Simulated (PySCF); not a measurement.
**[YbH4]−: other functionals and bases at one geometry**

How far do other levels of theory move the description of [YbH4]−, and what does each cost? It is a constructed species; whether it can be made isn't addressed.

The runs use PySCF 2.14.0; several levels, as the steps say, no spin–orbit coupling.

1 further run of the same task is left out (for a known fault of the program).

## 1. The system as given

5 atoms, charge -1, spin multiplicity 1.

Bond lengths: Yb1–H2 2.045 Å, Yb1–H3 2.045 Å, Yb1–H4 2.045 Å, Yb1–H5 2.045 Å. Angles: H2–Yb1–H3 109.5°, H2–Yb1–H4 109.5°, H2–Yb1–H5 109.5°, H3–Yb1–H4 109.5°, H3–Yb1–H5 109.5°, H4–Yb1–H5 109.5°.

Coordinates:

```
Yb    0.00000    0.00000    0.00000
H     1.18078    1.18078    1.18078
H    -1.18078   -1.18078    1.18078
H     1.18078   -1.18078   -1.18078
H    -1.18078    1.18078   -1.18078
```

Formal oxidation states: Yb +3. Each metal's 13 4f electrons lie in its core potential, so multiplicities, spins and levels count the valence alone. An earlier session relaxed this geometry at PBE0, Yb lcecp-1-SVP with ECP59, H def2-SVP (singlet, point group Td).

At PBE0 on the finer grid: E = -41.759078 Eh, HOMO -2.08 eV, LUMO 4.32 eV, Mulliken charge on Yb1 +0.20 e, largest force component 0.002 eV/Å. 

Levels to run: BLYP; revPBE; PBE0, TZVP. Hardware: 2 threads of Intel Xeon Platinum 8488C (Sapphire Rapids), shared host.

## 2. BLYP

run.py (the lines that set the calculation)

```python
mol = gto.M(atom='''
Yb     0.00000     0.00000     0.00000
H      1.18078     1.18078     1.18078
H     -1.18078    -1.18078     1.18078
H      1.18078    -1.18078    -1.18078
H     -1.18078     1.18078    -1.18078''',
    basis={'Yb': 'lcecp-1-SVP', 'H': 'def2-SVP'},
    ecp={'Yb': 'lcecp-1-SVP'},
    charge=-1, spin=0)
mf = dft.RKS(mol, xc='BLYP')
mf.grids.atom_grid = (75, 302)  # f atoms: unpruned, at least (60, 302)
mf = mf.density_fit()  # fitting sets: Yb AutoAux, H def2-universal-JKFIT
mf.conv_tol = 1e-08; mf.max_cycle = 55
mf.kernel(dm0)  # dm0: the density of the relaxed state
```

On the command line:

```bash
$ OMP_NUM_THREADS=2 python run.py
```

## 3. revPBE

run.py (the lines that set the calculation), as its differences from that of step 2:

```diff
@@ -9,3 +9,3 @@
     charge=-1, spin=0)
-mf = dft.RKS(mol, xc='BLYP')
+mf = dft.RKS(mol, xc='PBE_R,PBE')
 mf.grids.atom_grid = (75, 302)  # f atoms: unpruned, at least (60, 302)
```

## 4. PBE0, TZVP

Basis: Yb lcecp-1-TZVP with ECP59, H def2-TZVP. 

run.py (the lines that set the calculation)

```python
mol = gto.M(atom='''
Yb     0.00000     0.00000     0.00000
H      1.18078     1.18078     1.18078
H     -1.18078    -1.18078     1.18078
H      1.18078    -1.18078    -1.18078
H     -1.18078     1.18078    -1.18078''',
    basis={'Yb': 'lcecp-1-TZVP', 'H': 'def2-TZVP'},
    ecp={'Yb': 'lcecp-1-TZVP'},
    charge=-1, spin=0)
mf = dft.RKS(mol, xc='PBE0')
mf.grids.atom_grid = (75, 302)  # f atoms: unpruned, at least (60, 302)
mf = mf.density_fit()  # fitting sets: Yb AutoAux, H def2-universal-JKFIT
mf.conv_tol = 1e-08; mf.max_cycle = 55
mf.kernel(dm0)  # dm0: free metal ions and neutral atoms
```

**Question.** What will these runs give? Wanted: for each run, HOMO; gap; charge on Yb1; dipole; largest force.

As calculated:

| level | state | HOMO (eV) | gap (eV) | charge on Yb1 (e) | dipole (D) | largest force (eV/Å) | basis functions | time |
| --- | --- | --- | --- | --- | --- | --- | --- | --- |
| PBE0 (relaxed here) | singlet | -2.08 | 6.40 | 0.20 | 0.00 | 0.00 | 53 | 3.1 s |
| BLYP | singlet | -0.73 | 4.34 | -0.06 | 0.00 | 0.04 | 53 | 1.5 s |
| revPBE | singlet | -0.81 | 4.43 | 0.05 | 0.00 | 0.04 | 53 | 1.5 s |
| PBE0, TZVP | singlet | -2.15 | 6.43 | 0.53 | 0.00 | 0.00 | 71 | 3.6 s |

Times are on 2 threads of Intel Xeon Platinum 8488C (Sapphire Rapids), shared host; the first row also made further properties. The dipole of a charged species depends on the origin, so these sizes hold for this origin alone.

In one basis the HOMO–LUMO gap runs from 4.34 eV (BLYP) to 6.40 eV (PBE0). The largest leftover force, 0.04 eV/Å with revPBE, stands at a geometry relaxed at another level. The Mulliken charge on Yb spans -0.06 to +0.53 e over the levels. With 4f in the core, its levels are missing from HOMO and gap. Total energies of different levels can't be compared. Spin–orbit coupling is left out throughout.
